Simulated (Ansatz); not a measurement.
# C2H10Sn: the cost of one run

Method: RKS B3LYP/def2-SVP, in Ansatz 0.2.0.

1 further run of the same task is left out (it didn't finish).

## 1. The system as given

Bond lengths: Sn1–C2 2.500 Å, C2–H3 1.110 Å, C2–H4 1.110 Å, C2–H5 1.110 Å, Sn1–C6 2.150 Å, C6–H7 1.110 Å, C6–H8 1.110 Å, C6–H9 1.110 Å, Sn1–H10 1.739 Å, Sn1–H11 1.739 Å, Sn1–H12 2.040 Å. Angles (14 of 22 angles, heavy atoms first): C2–Sn1–C6 109.5°, Sn1–C2–H3 109.5°, Sn1–C2–H4 109.5°, Sn1–C2–H5 109.5°, C2–Sn1–H10 109.5°, C2–Sn1–H11 109.5°, C2–Sn1–H12 71.6°, C6–Sn1–H10 109.5°, C6–Sn1–H11 109.5°, C6–Sn1–H12 178.9°, Sn1–C6–H7 109.5°, Sn1–C6–H8 109.5°, Sn1–C6–H9 109.5°, H3–C2–H4 109.4°.

Structure file:

```xyz
13

Sn    0.0000    0.0000    0.0000
C     0.0000    0.0000    2.5000
H    -0.9996   -0.3092    2.8705
H     0.7676   -0.7111    2.8705
H     0.2320    1.0203    2.8705
C     2.0274    0.0000   -0.7160
H     2.3751   -1.0463   -0.8441
H     2.0760    0.5276   -1.6913
H     2.6794    0.5187    0.0175
H    -0.8195    1.4198   -0.5794
H    -0.8195   -1.4198   -0.5794
H    -1.9359    0.0062    0.6433
H    -1.5167    0.0048    1.6686
```

## 2. Pulling towards end A

Springs on the bonds that form and break draw the guess towards this end; the thresholds are loose.

Input file input.yaml:

```yaml
crystal:
  periodic: [false, false, false]
  atoms:
    - { symbol: Sn, position_ang: [0.0, 0.0, 0.0] }
    - { symbol: C, position_ang: [0.0, 0.0, 2.5] }
    - { symbol: H, position_ang: [-0.9996, -0.3092, 2.8705] }
    - { symbol: H, position_ang: [0.7676, -0.7111, 2.8705] }
    - { symbol: H, position_ang: [0.232, 1.0203, 2.8705] }
    - { symbol: C, position_ang: [2.0274, 0.0, -0.716] }
    - { symbol: H, position_ang: [2.3751, -1.0463, -0.8441] }
    - { symbol: H, position_ang: [2.076, 0.5276, -1.6913] }
    - { symbol: H, position_ang: [2.6794, 0.5187, 0.0175] }
    - { symbol: H, position_ang: [-0.8195, 1.4198, -0.5794] }
    - { symbol: H, position_ang: [-0.8195, -1.4198, -0.5794] }
    - { symbol: H, position_ang: [-1.9359, 0.0062, 0.6433] }
    - { symbol: H, position_ang: [-1.5167, 0.0048, 1.6686] }
basis:
  gaussian: { orbitals: def2-SVP }
hamiltonian:
  xc: b3lyp
relax:
  f_tol: 0.15
  max_steps: 25
  restrain:
    - { distance: [0, 11], at: 2.94, k: 30.0 }
    - { distance: [12, 1], at: 2.31, k: 30.0 }
    - { distance: [0, 1], at: 2.15, k: 30.0 }
    - { distance: [12, 11], at: 0.66, k: 30.0 }
```

Run with:

```console
> ansatz run input.yaml --threads 2 --pin off --max-ram 3072MiB --backend cpu --events-out ev --progress --plain --runs-dir out
```

Q: Estimate wall time and peak memory on 2 threads of Arm Neoverse V2, shared host.

About 29 s, with a peak of 0.23 GiB.
